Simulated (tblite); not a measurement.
# C7H13NSi: the cost of one run

The runs use tblite 0.8.0 and PySCF 2.14.0, with density-fitted response routines of our own; the level of theory stands in each step. All values are computed, except where a source is named. Atoms are numbered from 0 throughout.

## (1) The starting structure

22 atoms, charge 0, multiplicity 1; geometry from: force field or distance geometry start.

Bonds of the start (Å): C0–C1 1.30, C1–C2 1.52, C1–C3 1.42, C3–N4 1.26, N4–Si5 1.76, Si5–C6 1.85, C6–C7 1.33, C6–C8 1.48, C0–H9 1.14, C0–H10 1.03, C2–H11 1.11, C2–H12 1.10, C2–H13 1.11, C3–H14 1.14, Si5–H15 1.50, Si5–H16 1.47, C7–H17 1.07, C7–H18 1.09, C8–H19 1.11, C8–H20 1.12, C8–H21 1.10.

## (2) Optimising the geometry with GFN2-xTB

The job: settings as JSON, then the geometry in Å.

```
{"job": {"kind": "relax", "xc": "GFN2-xTB", "basis": "xTB"}, "charge": 0, "multiplicity": 1}
C     -1.164500     0.769100    -1.027900
C     -1.833500     0.251400    -0.043600
C     -3.149700     0.967300     0.231400
C     -1.581300    -0.836800     0.835500
N     -0.629900    -1.664300     0.934900
Si     0.730200    -1.579100    -0.183100
C      1.911700    -0.198600     0.168100
C      1.648900     0.760300     1.054300
C      3.202000    -0.189700    -0.565200
H     -1.716500     1.649800    -1.490900
H     -0.265600     0.554600    -1.477900
H     -3.840700     0.200600     0.651400
H     -2.932400     1.730300     0.992200
H     -3.558500     1.340900    -0.725900
H     -2.386300    -1.015700     1.624300
H      1.475400    -2.866000     0.041700
H      0.388800    -1.635200    -1.609900
H      2.389100     1.515700     1.191200
H      0.694300     0.722900     1.581500
H      3.678100    -1.187500    -0.528400
H      3.840600     0.572800    -0.047600
H      3.089600     0.156700    -1.606900
```

On the command line:

```bash
$ OMP_NUM_THREADS=1 python probes_run.py task.json out
```

The driver reads the jobs from task.json and runs them one after another.

Q: Estimate the wall time and peak memory of this first job on 1 thread of Intel Xeon Platinum 8259CL at 2.50GHz, shared host.

About 2.6 s, with a peak of 0.18 GiB.
